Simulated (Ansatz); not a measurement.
# C2H4BFO: the cost of one run

Program: Ansatz 0.2.0, Gaussian basis. Level of theory: the settings change from run to run. These are calculated values, not measurements.

### Step 1. The molecule

An earlier PBE0-D4 in a triple-zeta def2 set relaxation fixed the geometry.

9 atoms, charge 0, spin multiplicity 1.

Atoms are counted from 1 here; the program's logs count them from 0.

Bond lengths: C1–C2 1.326 Å, C1–H6 1.082 Å, C1–H7 1.084 Å, C2–F3 1.362 Å, C2–B4 1.557 Å, B4–O5 1.347 Å, B4–H8 1.195 Å, O5–H9 0.964 Å. Angles: C2–C1–H6 118.6°, C2–C1–H7 122.5°, H6–C1–H7 118.9°, C1–C2–F3 118.8°, C1–C2–B4 126.5°, F3–C2–B4 114.7°, C2–B4–O5 120.4°, C2–B4–H8 120.9°, O5–B4–H8 118.8°, B4–O5–H9 112.4°.

### Step 2. B3LYP5/def2-mTZVP

Options: high accuracy.

Input file in.yaml:

```yaml
crystal:
  periodic: [false, false, false]
  atoms:
    - {symbol: C, position_ang: [-1.169433, 0.333275, 0.990780]}
    - {symbol: C, position_ang: [0.006548, 0.240783, 0.386102]}
    - {symbol: F, position_ang: [1.081325, 0.862917, 0.944724]}
    - {symbol: B, position_ang: [0.311563, -0.523888, -0.935631]}
    - {symbol: O, position_ang: [1.559105, -0.536453, -1.442312]}
    - {symbol: H, position_ang: [-2.021565, -0.162031, 0.544705]}
    - {symbol: H, position_ang: [-1.307936, 0.885395, 1.913010]}
    - {symbol: H, position_ang: [-0.551616, -1.109039, -1.518534]}
    - {symbol: H, position_ang: [2.180511, -0.037360, -0.899944]}
basis:
  gaussian: {orbitals: def2-mTZVP}
hamiltonian: {xc: {name: B3LYP5}}
accuracy: high
```

The run is started by

```console
$ ansatz run in.yaml --threads 2 --pin off --events-out ev --progress --plain --max-ram 4352MiB
```

**Question.** How long does this run take on 2 threads of Arm Neoverse V2, shared host, and how much memory does it need?

About 5 s, with a peak of 0.42 GiB.
